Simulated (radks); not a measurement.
# Ionisation energy and size from Zr to Sb

The task here is to estimate one member of a computed series from the others.

The numbers are computed with radks (a radial shooting solver on a logarithmic mesh, Libxc functionals) version 1 (scalar-relativistic Kohn-Sham, r2SCAN, spin-polarised, spherical densities, finite nucleus; open shells are filled with parallel spins first), except any that are marked as measured or tabulated.

4 further runs of the same task are left out: 2 that didn't finish, 2 set aside as unsound or not needed.

### The atom as given

```
species : Zr, Nb, Mo, Tc, Ru, Rh, Pd, Ag, Cd, In, Sn, Sb
runs    : 24, each species and its next ion
```

Set-up of the first run:

Input:

```text
Z 40
configuration [Kr] 4d2 5s2
relativity scalar-relativistic
functional r2scan,r2scan
spin polarised
nucleus finite rms 4.2694 fm
c 137.035999084
```

Among the steps run: Zr, [Kr] 4d2 5s2.

One table of the session follows, with a row left open; its other results are not shown here.

Sizes of the orbitals, from the radial functions (bohr):

| level | <r> | outermost maximum (interpolated) | 90 % within | nodes |
| --- | --- | --- | --- | --- |
| 4s up | 1.220 | 1.08 | 1.78 | 3 |
| 4s down | ? | ? | ? | ? |
| 4p up | 1.376 | 1.18 | 2.05 | 2 |
| 4p down | 1.363 | 1.18 | 2.02 | 2 |
| 5s up | 3.637 | 3.12 | 5.36 | 4 |
| 4d up | 2.248 | 1.59 | 3.71 | 1 |
| 5s down | 3.961 | 3.31 | 5.89 | 4 |
| 4d down | 2.446 | 1.57 | 4.24 | 1 |

Estimate the missing values for 4s down.

As computed: <r>: 1.212; outermost maximum (interpolated): 1.08; 90 % within: 1.77; nodes: 3. In the column «<r>» it is the lowest.

Caveats from the session: For Nb, Mo, Ru, Rh the highest level isn't the widest one, so −ε(HOMO) and <r> belong to different orbitals, and Δ-SCF follows the ion's typed configuration. Open shells are spherical and high-spin; term and fine-structure splittings are not resolved.
